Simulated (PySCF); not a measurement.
# C2H7InO (SMILES [CH3][In]([CH3])[OH]): BLYP/ANO-RCC-VDZ (sfX2C)

What is the vertical ionisation energy of C2H7InO at BLYP/ANO-RCC-VDZ (sfX2C)? Input form: a Python script.

Program for the calculation: PySCF 2.14.0.

**1. Starting point**

The species is C2H7InO (11 atoms), meant as a singlet with charge 0. SMILES: `[CH3][In]([CH3])[OH]`. The coordinates come from a PBE0-D4/def2-TZVP relaxation.

Bond lengths: C1–In2 2.148 Å, In2–C3 2.138 Å, In2–O4 2.007 Å, C1–H5 1.090 Å, C1–H6 1.090 Å, C1–H7 1.092 Å, C3–H8 1.090 Å, C3–H9 1.091 Å, C3–H10 1.091 Å, O4–H11 0.959 Å. Some angles: C1–In2–C3 136.7°, C1–In2–O4 114.2°, C3–In2–O4 109.1°, In2–C1–H5 110.1°, In2–C1–H6 111.1°, In2–C1–H7 109.5°, In2–C3–H8 108.7°, In2–C3–H9 110.5°, In2–C3–H10 110.8°, In2–O4–H11 114.0°.

**2. A single-point energy at BLYP/ANO-RCC-VDZ (sfX2C)**

Input file run.py:

```python
from pyscf import gto, dft

mol = gto.M(
    atom='''
C   -1.237900   1.174600  -1.040300
In   0.014400  -0.256200  -0.041000
C    1.531800  -0.211200   1.463900
O   -0.279600  -2.154900  -0.620200
H   -1.551200   0.785300  -2.009500
H   -0.715300   2.120700  -1.184200
H   -2.128400   1.363200  -0.437100
H    1.929400  -1.218000   1.588800
H    1.117400   0.131700   2.413400
H    2.339100   0.465700   1.180700
H   -0.954500  -2.257800  -1.293900
''',
    charge=0,
    spin=0,
    verbose=4,
    max_memory=1860,
    basis='ano-rcc-vdz',
)

mf = dft.RKS(mol, xc='blyp')
mf = mf.x2c()
mf.conv_tol = 1e-10
mf.grids.level = 4
mf.kernel()
if not mf.converged:
    mf = mf.newton().run(mf.mo_coeff, mf.mo_occ)

etot = mf.e_tot
print(f'total energy: {etot:.8f} hartree')
```

Started as:

```sh
$ OMP_NUM_THREADS=1 python run.py
```

Output:

```text
PySCF version 2.14.0

[INPUT] num. atoms = 11
[INPUT] num. electrons = 76
[INPUT] charge = 0
[INPUT] spin (= nelec alpha-beta = 2S) = 0
[INPUT] symmetry False subgroup None
[INPUT] Mole.unit = angstrom
[INPUT] Symbol           X                Y                Z      unit          X                Y                Z       unit  Magmom
[INPUT]  1 C     -1.237900000000   1.174600000000  -1.040300000000 AA   -2.339291969599   2.219672305914  -1.965882087385 Bohr   0.0
[INPUT]  2 In     0.014400000000  -0.256200000000  -0.041000000000 AA    0.027212056194  -0.484147833114  -0.077478771107 Bohr   0.0
[INPUT]  3 C      1.531800000000  -0.211200000000   1.463900000000 AA    2.894682477609  -0.399110157508   2.766370073751 Bohr   0.0
[INPUT]  4 O     -0.279600000000  -2.154900000000  -0.620200000000 AA   -0.528367424428  -4.072170825825  -1.172008142455 Bohr   0.0
[INPUT]  5 H     -1.551200000000   0.785300000000  -2.009500000000 AA   -2.931343164425   1.484001925621  -3.797404647313 Bohr   0.0
[INPUT]  6 H     -0.715300000000   2.120700000000  -1.184200000000 AA   -1.351721096901   4.007542192365  -2.237813676710 Bohr   0.0
[INPUT]  7 H     -2.128400000000   1.363200000000  -0.437100000000 AA   -4.022093083524   2.576074653007  -0.825999289047 Bohr   0.0
[INPUT]  8 H      1.929400000000  -1.218000000000   1.588800000000 AA    3.646037584736  -2.301686419720   3.002396866709 Bohr   0.0
[INPUT]  9 H      1.117400000000   0.131700000000   2.413400000000 AA    2.111579971589   0.248876930605   4.560665029025 Bohr   0.0
[INPUT] 10 H      2.339100000000   0.465700000000   1.180700000000 AA    4.420258377970   0.880045456210   2.231199635274 Bohr   0.0
[INPUT] 11 H     -0.954500000000  -2.257800000000  -1.293900000000 AA   -1.803743585897  -4.266623644043  -2.445116632575 Bohr   0.0

nuclear repulsion = 373.563922145713
number of shells = 16
number of NR pGTOs = 323
number of NR cGTOs = 72
basis = ano-rcc-vdz
ecp = {}

******** <class 'pyscf.x2c.sfx2c1e.sfX2C1eRKS'> ********
method = sfX2C1eRKS
initial guess = minao
damping factor = 0
level_shift factor = 0
DIIS = <class 'pyscf.scf.diis.CDIIS'>
diis_start_cycle = 1
diis_space = 8
diis_damp = 0
SCF conv_tol = 1e-10
SCF conv_tol_grad = None
SCF max_cycles = 50
direct_scf = True
direct_scf_tol = 1e-13
XC library pyscf.dft.libxc version 7.0.0
    S. Lehtola, C. Steigemann, M. J.T. Oliveira, and M. A.L. Marques.,  SoftwareX 7, 1–5 (2018)
XC functionals = blyp
    A. D. Becke.,  Phys. Rev. A 38, 3098 (1988)
    C. Lee, W. Yang, and R. G. Parr.,  Phys. Rev. B 37, 785 (1988)
    B. Miehlich, A. Savin, H. Stoll, and H. Preuss.,  Chem. Phys. Lett. 157, 200 (1989)
radial grids:
    Treutler-Ahlrichs [JCP 102, 346 (1995); DOI:10.1063/1.469408] (M4) radial grids

becke partition: Becke, JCP 88, 2547 (1988); DOI:10.1063/1.454033
pruning grids: <function nwchem_prune>
grids dens level: 4
symmetrized grids: False
atomic radii adjust function: <function treutler_atomic_radii_adjust>
small_rho_cutoff = 0

******** <class 'pyscf.x2c.sfx2c1e.SpinFreeX2CHelper'> ********
approx = 1e
xuncontract = 1
Set gradient conv threshold to 1e-05
Initial guess from minao.
tot grids = 227560
init E= -6036.7695973039
  HOMO = -0.307159421011481  LUMO = -0.0854271958517734  gap/eV = 6.03364
cycle= 1 E= -6036.4724179537  delta_E= 0.297  |g|= 1.12  |ddm|= 4.12
  HOMO = -0.0211481626797245  LUMO = 0.00219455184180894  gap/eV = 0.63519
cycle= 2 E= -6032.44710718041  delta_E= 4.03  |g|=  3.4  |ddm|= 6.65
  HOMO = -0.170202041493664  LUMO = -0.0604935917181635  gap/eV = 2.98532
cycle= 3 E= -6036.59501373756  delta_E= -4.15  |g|= 0.771  |ddm|= 6.45
  HOMO = -0.239435995978108  LUMO = -0.0522701209273078  gap/eV = 5.09304
cycle= 4 E= -6036.76341182746  delta_E= -0.168  |g|= 0.255  |ddm|= 1.49
  HOMO = -0.209866551570576  LUMO = -0.0516044663350648  gap/eV = 4.30653
cycle= 5 E= -6036.77718426571  delta_E= -0.0138  |g|= 0.0874  |ddm|= 0.396
  HOMO = -0.218382933831456  LUMO = -0.0496133194736108  gap/eV = 4.59246
cycle= 6 E= -6036.7791189608  delta_E= -0.00193  |g|= 0.045  |ddm|= 0.166
  HOMO = -0.218440159898182  LUMO = -0.0496765526607632  gap/eV = 4.59229
cycle= 7 E= -6036.77966935852  delta_E= -0.00055  |g|= 0.0148  |ddm|= 0.0762
  HOMO = -0.219663212810208  LUMO = -0.0504014594867586  gap/eV = 4.60585
cycle= 8 E= -6036.77971806815  delta_E= -4.87e-05  |g|= 0.00295  |ddm|= 0.0183
  HOMO = -0.219600724427001  LUMO = -0.0501465048134859  gap/eV = 4.61108
cycle= 9 E= -6036.77972048132  delta_E= -2.41e-06  |g|= 0.000564  |ddm|= 0.00481
  HOMO = -0.219657486870194  LUMO = -0.0501827897484639  gap/eV = 4.61164
cycle= 10 E= -6036.77972056572  delta_E= -8.44e-08  |g|= 8.42e-05  |ddm|= 0.00105
  HOMO = -0.219648173708757  LUMO = -0.0501753558984839  gap/eV = 4.61159
cycle= 11 E= -6036.77972056823  delta_E= -2.52e-09  |g|= 9.21e-06  |ddm|= 0.000227
  HOMO = -0.219648637565988  LUMO = -0.0501759525297898  gap/eV = 4.61159
cycle= 12 E= -6036.77972056827  delta_E= -3.73e-11  |g|= 6.02e-07  |ddm|= 2.71e-05
  HOMO = -0.219648701931723  LUMO = -0.0501760098738848  gap/eV = 4.61159
Extra cycle  E= -6036.77972056826  delta_E= 7.28e-12  |g|= 1.03e-06  |ddm|= 2.6e-06
converged SCF energy = -6036.77972056826
total energy: -6036.77972057 hartree
```

Wall time 34 s (1 thread of Arm Neoverse V1, shared host); peak memory 0.4 GiB.

**3. The doublet cation, same level**

Input file calc.py:

```python
from pyscf import gto, dft

mol = gto.M(
    atom=[
    ('C', (-1.237900, 1.174600, -1.040300)),
    ('In', (0.014400, -0.256200, -0.041000)),
    ('C', (1.531800, -0.211200, 1.463900)),
    ('O', (-0.279600, -2.154900, -0.620200)),
    ('H', (-1.551200, 0.785300, -2.009500)),
    ('H', (-0.715300, 2.120700, -1.184200)),
    ('H', (-2.128400, 1.363200, -0.437100)),
    ('H', (1.929400, -1.218000, 1.588800)),
    ('H', (1.117400, 0.131700, 2.413400)),
    ('H', (2.339100, 0.465700, 1.180700)),
    ('H', (-0.954500, -2.257800, -1.293900)),
],
    charge=1,
    spin=1,
    basis='ano-rcc-vdz',
    verbose=3,
    max_memory=1860,
)

calc0 = dft.UKS(mol, xc='blyp')
calc0 = calc0.sfx2c1e()
calc0.grids.level = 4
calc0.conv_tol = 1e-10
calc0.kernel()
if not calc0.converged:
    calc0 = calc0.newton().run(calc0.mo_coeff, calc0.mo_occ)

energy = calc0.e_tot
print('E(%s) = %.9f' % ('BLYP', energy))
```

Started as:

```sh
$ OMP_NUM_THREADS=1 python calc.py
```

Output:

```text
SCF not converged.
SCF energy = -6036.44893015051 after 50 cycles  <S^2> = 0.75413145  2S+1 = 2.0041272
converged SCF energy = -6036.44893016237  <S^2> = 0.75413145  2S+1 = 2.0041272
E(BLYP) = -6036.448930162
```

Wall time 83 s (1 thread of Arm Neoverse V1, shared host); peak memory 0.58 GiB.

**4. Outcome**

At BLYP/ANO-RCC-VDZ (sfX2C):

```
                                          quantity           value
                     singlet C2H7InO: total energy  -6036.77972 Eh
                    singlet C2H7InO: dipole moment          2.80 D
                      singlet C2H7InO: HOMO energy        -5.98 eV
                      singlet C2H7InO: LUMO energy        -1.37 eV
                    singlet C2H7InO: HOMO–LUMO gap         4.61 eV
                      doublet cation: total energy  -6036.44893 Eh
doublet cation: HOMO energy (highest over α and β)       -12.14 eV
 doublet cation: LUMO energy (lowest over α and β)       -11.99 eV
                              doublet cation: ⟨S²⟩           0.754
vertical ionisation energy (to the doublet cation)        9.001 eV
```

In words: The vertical ionisation energy comes to 9.00 eV (208 kcal/mol). −ε(HOMO) before ionisation, 5.98 eV, is 3.02 eV below this ionisation energy. Mulliken charges (singlet C2H7InO) run from -0.72 on O4 to +0.89 on In2; they depend strongly on the basis.
